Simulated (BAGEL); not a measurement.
# Si2H6O2 (SMILES O[SiH2][SiH2]O): HF/STO-3G (density fitting with qzvpp-jkfit)

Aim: the vertical singlet–triplet gap of Si2H6O2 at HF/STO-3G (density fitting with qzvpp-jkfit), from 2 runs. 

The results are computed with BAGEL 1.2.2.

1 further run of the same task is left out (set aside as unsound or not needed).

## (1) The structure to begin with

Si2H6O2: 10 atoms, total charge 0, spin state singlet. As SMILES, `O[SiH2][SiH2]O`. Geometry: relaxed at PBE0-D4/def2-TZVP. This is one conformer, not always the lowest.

Bond lengths: O1–Si2 1.656 Å, Si2–Si3 2.357 Å, Si3–O4 1.656 Å, O1–H5 0.958 Å, Si2–H6 1.487 Å, Si2–H7 1.494 Å, Si3–H8 1.493 Å, Si3–H9 1.487 Å, O4–H10 0.958 Å. Some angles: O1–Si2–Si3 112.1°, Si2–Si3–O4 112.1°, O1–Si2–H6 105.4°, O1–Si2–H7 111.3°, Si3–Si2–H6 110.5°, Si3–Si2–H7 109.5°, Si2–O1–H5 117.4°, Si2–Si3–H8 109.5°, Si2–Si3–H9 110.5°, O4–Si3–H8 111.3°.

## (2) The energy at HF/STO-3G (density fitting with qzvpp-jkfit)

The input, hf.json:

```json
{ "bagel": [

{
  "title": "molecule",
  "basis": "sto-3g",
  "df_basis": "qzvpp-jkfit",
  "angstrom": "true",
  "geometry": [
    { "atom": "O", "xyz": [   -1.023300,    1.887700,    1.029000 ] },
    { "atom": "Si", "xyz": [    0.114300,    0.686000,    0.959700 ] },
    { "atom": "Si", "xyz": [   -0.148600,   -0.673600,   -0.947700 ] },
    { "atom": "O", "xyz": [    0.987200,   -1.877000,   -1.014900 ] },
    { "atom": "H", "xyz": [   -1.013300,    2.545500,    0.332800 ] },
    { "atom": "H", "xyz": [   -0.079100,   -0.112900,    2.199100 ] },
    { "atom": "H", "xyz": [    1.498300,    1.246700,    0.986300 ] },
    { "atom": "H", "xyz": [   -1.533500,   -1.232000,   -0.975500 ] },
    { "atom": "H", "xyz": [    0.047500,    0.124300,   -2.187300 ] },
    { "atom": "H", "xyz": [    0.975700,   -2.534100,   -0.318000 ] }
  ]
},
{
  "title": "hf"
},
{
  "title": "print",
  "file": "orbitals.molden",
  "orbitals": "true"
}

]}
```

On the command line:

```bash
$ BAGEL_NUM_THREADS=1 BAGEL hf.json > hf.out
```

The log of the run:

```text
* using 1 threads per process

  ===============================================================
  ===============================================================

  *** Geometry ***

  { "atom" : "O", "xyz" : [     -1.933757,      3.567236,      1.944528 ] },
  { "atom" : "Si", "xyz" : [      0.215996,      1.296352,      1.813570 ] },
  { "atom" : "Si", "xyz" : [     -0.280813,     -1.272920,     -1.790893 ] },
  { "atom" : "O", "xyz" : [      1.865538,     -3.547016,     -1.917883 ] },
  { "atom" : "H", "xyz" : [     -1.914859,      4.810298,      0.628901 ] },
  { "atom" : "H", "xyz" : [     -0.149477,     -0.213350,      4.155697 ] },
  { "atom" : "H", "xyz" : [      2.831377,      2.355922,      1.863837 ] },
  { "atom" : "H", "xyz" : [     -2.897895,     -2.328143,     -1.843428 ] },
  { "atom" : "H", "xyz" : [      0.089762,      0.234893,     -4.133398 ] },
  { "atom" : "H", "xyz" : [      1.843806,     -4.788755,     -0.600933 ] },

  Number of auxiliary basis functions:      518

  Since a DF basis is specified, we compute 2- and 3-index integrals:
    o Being stored without compression. Storage requirement is 0.005 GB

  Number of basis functions:       34
  Number of electrons      :       50

    * METHOD: MOLECULE                             0.21

  *** RHF ***

  === Nuclear Repulsion ===
   221.9017398040

      * DIIS with orbital gradients will be used.

  === RHF iteration (sto-3g) ===
      0       -722.29183480          0.01600403           0.03
      1       -722.38929773          0.00392287           0.03
      2       -722.39560464          0.00071609           0.03
      3       -722.39596971          0.00006312           0.03
      4       -722.39597366          0.00001486           0.03
      5       -722.39597387          0.00000249           0.03
      6       -722.39597388          0.00000043           0.03
      7       -722.39597388          0.00000012           0.03
      8       -722.39597388          0.00000001           0.03
      9       -722.39597388          0.00000000           0.03
    * SCF iteration converged.

    * Permanent dipole moment:
           (    0.000401,    -0.000771,     0.000484) a.u.

    * METHOD: HF                                   0.36

    * METHOD: PRINT                                0.00

  ===============================================================
```

Run time: 0.68 s. Hardware: 1 thread of Arm Neoverse V1, shared host; peak memory 0.082 GiB.

## (3) The triplet

The input, hf.json:

```json
{ "bagel": [

{
  "title": "molecule",
  "basis": "sto-3g",
  "df_basis": "qzvpp-jkfit",
  "angstrom": true,
  "geometry": [
    { "atom": "O", "xyz": [      -1.023300,       1.887700,       1.029000 ] },
    { "atom": "Si", "xyz": [       0.114300,       0.686000,       0.959700 ] },
    { "atom": "Si", "xyz": [      -0.148600,      -0.673600,      -0.947700 ] },
    { "atom": "O", "xyz": [       0.987200,      -1.877000,      -1.014900 ] },
    { "atom": "H", "xyz": [      -1.013300,       2.545500,       0.332800 ] },
    { "atom": "H", "xyz": [      -0.079100,      -0.112900,       2.199100 ] },
    { "atom": "H", "xyz": [       1.498300,       1.246700,       0.986300 ] },
    { "atom": "H", "xyz": [      -1.533500,      -1.232000,      -0.975500 ] },
    { "atom": "H", "xyz": [       0.047500,       0.124300,      -2.187300 ] },
    { "atom": "H", "xyz": [       0.975700,      -2.534100,      -0.318000 ] }
  ]
},

{ "title": "uhf", "nopen": 2 },

{ "title": "print", "file": "orbitals.molden", "orbitals": true }

]}
```

On the command line:

```bash
$ BAGEL_NUM_THREADS=1 BAGEL hf.json > hf.out
```

The log of the run:

```text
* using 1 threads per process

  ===============================================================
  ===============================================================

  *** Geometry ***

  { "atom" : "O", "xyz" : [     -1.933757,      3.567236,      1.944528 ] },
  { "atom" : "Si", "xyz" : [      0.215996,      1.296352,      1.813570 ] },
  { "atom" : "Si", "xyz" : [     -0.280813,     -1.272920,     -1.790893 ] },
  { "atom" : "O", "xyz" : [      1.865538,     -3.547016,     -1.917883 ] },
  { "atom" : "H", "xyz" : [     -1.914859,      4.810298,      0.628901 ] },
  { "atom" : "H", "xyz" : [     -0.149477,     -0.213350,      4.155697 ] },
  { "atom" : "H", "xyz" : [      2.831377,      2.355922,      1.863837 ] },
  { "atom" : "H", "xyz" : [     -2.897895,     -2.328143,     -1.843428 ] },
  { "atom" : "H", "xyz" : [      0.089762,      0.234893,     -4.133398 ] },
  { "atom" : "H", "xyz" : [      1.843806,     -4.788755,     -0.600933 ] },

  Number of auxiliary basis functions:      518

  Since a DF basis is specified, we compute 2- and 3-index integrals:
    o Being stored without compression. Storage requirement is 0.005 GB

  Number of basis functions:       34
  Number of electrons      :       50

    * METHOD: MOLECULE                             0.21

  *** Open-shell HF ***

  === Nuclear Repulsion ===
   221.9017398040

      * DIIS with orbital gradients will be used.

  === UHF iteration (sto-3g) ===
      0       -721.89482090          0.03329753           0.06
      1       -722.02796487          0.01671193           0.05
      2       -722.05958585          0.00589811           0.06
      3       -722.06697649          0.00180068           0.05
      4       -722.07145279          0.00095312           0.05
      5       -722.07341230          0.00071612           0.06
      6       -722.07505045          0.00046314           0.05
      7       -722.07568632          0.00022149           0.05
      8       -722.07581012          0.00012012           0.06
      9       -722.07583580          0.00005839           0.05
     10       -722.07584649          0.00002019           0.05
     11       -722.07584680          0.00000879           0.05
     12       -722.07584710          0.00000436           0.05
     13       -722.07584717          0.00000167           0.06
     14       -722.07584718          0.00000065           0.06
     15       -722.07584718          0.00000029           0.05
     16       -722.07584718          0.00000017           0.05
     17       -722.07584718          0.00000009           0.06
     18       -722.07584718          0.00000005           0.05
     19       -722.07584718          0.00000002           0.05
     20       -722.07584718          0.00000001           0.05
     21       -722.07584718          0.00000001           0.05
    * SCF iteration converged.

    * S^2 (UHF) is 2.0081

    * Permanent dipole moment:
           (    0.000510,    -0.000338,     0.000040) a.u.

    * METHOD: UHF                                  1.28

    * METHOD: PRINT                                0.00

  ===============================================================
```

Wall time 1.6 s (1 thread of Arm Neoverse V1, shared host); peak memory 0.082 GiB.

## (4) Outcome

At HF/STO-3G (density fitting with qzvpp-jkfit):

```
                                        quantity          value
                           singlet: total energy  -722.39597 Eh
                          singlet: dipole moment         0.00 D
                            singlet: HOMO energy       -7.38 eV
                            singlet: LUMO energy       10.61 eV
                          singlet: HOMO–LUMO gap       17.99 eV
                           triplet: total energy  -722.07585 Eh
                          triplet: dipole moment         0.00 D
                                   triplet: ⟨S²⟩          2.008
vertical energy of the triplet above the singlet       8.711 eV
```

In words: At this shape the triplet lies 8.71 eV (201 kcal/mol) above the singlet. In a minimal basis such a difference can be off by several eV, whatever the method.
